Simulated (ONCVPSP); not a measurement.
# Pseudopotential generation for platinum: ONCV, PBE

Do these settings give a usable potential? It is generated, then checked for transferability, scattering, ghosts and hardness.

Program: ONCVPSP 4.0.1.1 (patched build). Reference atom: PBE, scalar-relativistic, spherical and spin-unpolarised. All values are calculated.

## Step 1: The design

The settings as typed:

| Property | Result |
| --- | --- |
| element | platinum (Pt, Z = 78) |
| type | optimised norm-conserving Vanderbilt (ONCV) |
| frozen core | [Kr] 4d10 |
| valence charge | 32 |
| reference configuration | 4f14 5s2 5p6 5d9 6s1 |
| partial waves | 5s+6s: rc 1.45 bohr, ncon 4, nbas 8, qcut 9 1/bohr, 2 projectors; 5p: rc 1.15 bohr, ncon 4, nbas 7, qcut 6.6 1/bohr, 3 projectors, debl 2.4 Ha; 5d: rc 2.25 bohr, ncon 3, nbas 8, qcut 5.9 1/bohr, 1 projector; 4f: rc 0.95 bohr, ncon 4, nbas 9, qcut 19.1 1/bohr, 2 projectors, debl 3 Ha |
| local potential | polynomial inside 0.70 bohr (lpopt 2, dvloc0 0 Ha) |
| core correction | Teter function fitted to the true core (icmod 2), fcfact 0.2 |

An earlier all-electron run gives the scale for the radii.

All-electron outer shells of the reference configuration (PBE, scalar-relativistic, ld1.x):

```json
{"shell": "4d", "level (eV)": "-306.83", "outermost node (bohr)": "0.20", "outermost maximum (bohr)": "0.42"}
{"shell": "5s", "level (eV)": "-101.82", "outermost node (bohr)": "0.49", "outermost maximum (bohr)": "0.87"}
{"shell": "4f", "level (eV)": "-70.08", "outermost node (bohr)": "–", "outermost maximum (bohr)": "0.38"}
{"shell": "5p", "level (eV)": "-56.02", "outermost node (bohr)": "0.53", "outermost maximum (bohr)": "0.98"}
{"shell": "5d", "level (eV)": "-6.14", "outermost node (bohr)": "0.57", "outermost maximum (bohr)": "1.26"}
{"shell": "6s", "level (eV)": "-5.66", "outermost node (bohr)": "1.14", "outermost maximum (bohr)": "2.38"}
{"shell": "6p", "level (eV)": "-0.84", "outermost node (bohr)": "1.36", "outermost maximum (bohr)": "3.69"}
```

## Step 2: Generating the potential

File Pt.dat:

```
# ATOM AND REFERENCE CONFIGURATION
# atsym  z   nc   nv     iexc    psfile
  Pt 78.00    9    5        4      upf
#
#   n    l    f
    1    0    2.00
    2    0    2.00
    2    1    6.00
    3    0    2.00
    3    1    6.00
    3    2   10.00
    4    0    2.00
    4    1    6.00
    4    2   10.00
    4    3   14.00
    5    0    2.00
    5    1    6.00
    5    2    9.00
    6    0    1.00
#
# PSEUDOPOTENTIAL AND OPTIMIZATION
# lmax
    3
#
#   l,   rc,      ep,       ncon, nbas, qcut
    0    1.45    0.00    4    8    9.00
    1    1.15    0.00    4    7    6.60
    2    2.25    0.00    3    8    5.90
    3    0.95    0.00    4    9   19.10
#
# LOCAL POTENTIAL
# lloc, lpopt,  rc(5),   dvloc0
    4    2    0.70    0.00
#
# VANDERBILT-KLEINMAN-BYLANDER PROJECTORs
# l, nproj, debl
    0    2    3.50
    1    3    2.40
    2    1    2.70
    3    2    3.00
#
# MODEL CORE CHARGE
# icmod, fcfact, rcfact
    2    0.20    0.70
#
# LOG DERIVATIVE ANALYSIS
# epsh1, epsh2, depsh
   -5.00    5.00    0.04
#
# OUTPUT GRID
# rlmax, drl
    6.00    0.01
#
# TEST CONFIGURATIONS
# ncnf
    4
# nvcnf
#   n    l    f
    5
    4    3   14.00
    5    0    2.00
    5    1    6.00
    5    2    9.00
    6    0    0.00
#
    5
    4    3   14.00
    5    0    2.00
    5    1    6.00
    5    2    8.00
    6    0    0.00
#
    5
    4    3   14.00
    5    0    2.00
    5    1    6.00
    5    2    7.00
    6    0    0.00
#
    5
    4    3   14.00
    5    0    2.00
    5    1    5.00
    5    2    9.00
    6    0    1.00
#
```

Command:

```
$ oncvpsp.x < Pt.dat > Pt.out
```

Q: Predict the outcome of this session. Wanted: cutoffs for 1 and 0.1 mHa per electron, occupied waves; bound ghosts; GHOST(+) flags; largest test error; largest phase difference near zero energy, channels read; rms error of d²Exc/dn², without and with the model core.

The runs gave:

```
                                                quantity                                                  value
  cutoffs for 1 and 0.1 mHa per electron, occupied waves                                      156 Ha and 168 Ha
                                            bound ghosts                                       p at -6048.78 eV
                                          GHOST(+) flags                   s at -4 eV, p at 418 eV, d at 244 eV
                            largest test error (AE − PS)  -6.6 meV, for 4f14 5s2 5p6 5d9 6s0 (3 tests unsolved)
largest phase difference near zero energy, channels read                                              3.141 rad
 rms error of d²Exc/dn², without and with the model core                                      5.15 and 2.32 mHa
```

What this shows: A bound ghost (p) makes it unfit for use: electrons can fall into a state that the atom doesn't have. The worst unpolarised test, 4f14 5s2 5p6 5d9 6s0, is off by 6.6 meV on 9.2 eV; by total energies transferability rates as good where solved. Atomic tests can pass in spite of a ghost, since they solve only for the levels asked. Of the tests 3 gave no usable energy difference, which is a warning in itself. The potential is very hard: the looser tolerance needs 156 Ha. At the looser tolerance the 4f wave is the slowest; 5p needs 99 Ha. Near zero energy the largest phase difference among the channels read is 3.14 rad, in the s channel. A step near π is an extra or missing state, not a misfit of shape. The pseudo curves have a pole with no partner nearby in the atom's: s at -0.12 Ha. The program also flags highly localised states, GHOST(+) (s, p, d). All of this concerns the isolated atom, not yet a solid.
